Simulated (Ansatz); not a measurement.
**C2H7Si2 radical: basis-set convergence**

An exercise on one series of results from a longer session: the logs are not shown, and one member is left open.

Program: Ansatz 0.2.0, Gaussian basis. Level of theory: one geometry, several basis sets. These are calculated values, not measurements.

Levels to be run: PBE0-D4/def2-SVP; ωB97M-V/def2-SVP; PBE0-D4/def2-QZVPP; ωB97M-V/def2-QZVPP; the functionals' def2-TZVPP values are taken from earlier runs.

## The relaxed structure

All runs share one geometry, relaxed beforehand with PBE0-D4 in a triple-zeta def2 set.

SMILES `[SiH2]/C=C/[SiH3]`, 11 atoms, charge 0, spin multiplicity 2.

Atoms are counted from 1 here; the program's logs count them from 0.

Bond lengths: Si1–C2 1.836 Å, Si1–H5 1.487 Å, Si1–H6 1.486 Å, C2–C3 1.347 Å, C2–H7 1.091 Å, C3–Si4 1.860 Å, C3–H8 1.091 Å, Si4–H9 1.487 Å, Si4–H10 1.489 Å, Si4–H11 1.488 Å. Angles: C2–Si1–H5 112.5°, C2–Si1–H6 113.9°, H5–Si1–H6 112.8°, Si1–C2–C3 124.3°, Si1–C2–H7 117.3°, C3–C2–H7 118.3°, C2–C3–Si4 123.6°, C2–C3–H8 118.2°, Si4–C3–H8 118.2°, C3–Si4–H9 108.8°, C3–Si4–H10 110.8°, C3–Si4–H11 110.7°, H9–Si4–H10 109.5°, H9–Si4–H11 109.5°, H10–Si4–H11 107.5°.

The first run:

Input file in.yaml:

```yaml
crystal:
  periodic: [false, false, false]
  atoms:
    - {symbol: Si, position_ang: [-0.499682, 2.264456, -1.003416]}
    - {symbol: C, position_ang: [-0.539953, 0.668972, -0.095644]}
    - {symbol: C, position_ang: [0.401668, -0.288283, -0.201105]}
    - {symbol: Si, position_ang: [0.302555, -1.929150, 0.669943]}
    - {symbol: H, position_ang: [0.860825, 2.602782, -1.497714]}
    - {symbol: H, position_ang: [-1.141977, 3.387813, -0.273200]}
    - {symbol: H, position_ang: [-1.418487, 0.465059, 0.518038]}
    - {symbol: H, position_ang: [1.274291, -0.087586, -0.824688]}
    - {symbol: H, position_ang: [-0.954584, -1.974974, 1.462091]}
    - {symbol: H, position_ang: [0.312465, -3.049840, -0.310120]}
    - {symbol: H, position_ang: [1.468179, -2.116149, 1.576417]}
basis:
  gaussian: {orbitals: def2-SVP}
magnetization: {spin_polarized: true, initial_magnetization: 1}
hamiltonian: {xc: pbe0, dispersion: d4}
output: {orbitals: {seedname: orbitals}}
```

Started as:

```
$ ansatz run in.yaml --threads 4 --pin off --events-out ev --progress --plain --max-ram 10444MiB
```

Among the steps run: PBE0-D4 in def2-SVP; ωB97M-V in def2-SVP; PBE0-D4 in def2-QZVPP; ωB97M-V in def2-QZVPP.

One table of the session follows, with a row left open; its other results are not shown here.

It belongs to the step «Density functionals: the series». 

```
functional       basis  HOMO (eV)  LUMO (eV)
   PBE0-D4    def2-SVP      -5.83      -2.51
   PBE0-D4  def2-TZVPP      -5.86      -2.56
   PBE0-D4  def2-QZVPP          ?          ?
   ωB97M-V    def2-SVP      -7.48      -0.78
   ωB97M-V  def2-TZVPP      -7.53      -0.90
   ωB97M-V  def2-QZVPP      -7.55      -0.95
```

**Question.** Estimate the row for PBE0-D4, def2-QZVPP.

As computed: HOMO (eV): -5.87; LUMO (eV): -2.58. In the column «HOMO (eV)» it lies between ωB97M-V, def2-SVP (-7.48) and PBE0-D4, def2-TZVPP (-5.86).
